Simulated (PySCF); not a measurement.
# C9H10O2Se: the cost of one run

Computed with PySCF 2.14.0 and routines of our own; the level stands in each step. Atoms count from 0.

### Step 1. The starting structure

22 atoms, charge 0, multiplicity 1; geometry from: GFN2-xTB.

### Step 2. NMR shieldings: PBE/pcJ-1 Se:dyall-v2z, spin–orbit

What the job is given:

```
{"job": {"kind": "hnmr", "xc": "PBE", "basis": {"default": "pcJ-1", "Se": "dyall-v2z"}, "rel": "so"}, "charge": 0, "multiplicity": 1}
C     -4.527865     0.002437     0.119337
O     -3.176566    -0.017675    -0.311657
C     -2.253646    -0.012396     0.665144
O     -2.540243     0.006193     1.838430
C     -0.870477    -0.030687     0.143550
C     -0.590129    -0.047230    -1.222773
C      0.716918    -0.044329    -1.656024
C      1.765321    -0.024760    -0.736148
Se     3.535274    -0.006162    -1.449944
C      4.613657     0.253423     0.156206
C      1.490501    -0.022078     0.626032
C      0.180410    -0.022912     1.058175
H     -4.718018    -0.821822     0.809905
H     -4.749212     0.942511     0.629319
H     -5.135513    -0.097961    -0.776366
H     -1.401250    -0.058780    -1.933528
H      0.944793    -0.051197    -2.713515
H      4.299010     1.163168     0.662086
H      4.528279    -0.611882     0.809247
H      5.641672     0.356295    -0.182297
H      2.289235    -0.019368     1.351339
H     -0.052561    -0.017755     2.112632
```

With the program's defaults for keys left out, this is: PBE/pcJ-1 Se:dyall-v2z GIAO NMR shielding, X2C with spin-orbit coupling, screened-nuclear two-electron part, Gaussian nuclei, gas phase.

Launch:

```bash
> OMP_NUM_THREADS=2 python heavy_run.py task.json out
```

One launch serves the whole session: the jobs run in the order shown.

**Question.** How long does this first job take on 2 threads of Arm Neoverse V1, shared host, and how much memory does it need?

About 6.3 min, with a peak of 3.2 GiB.
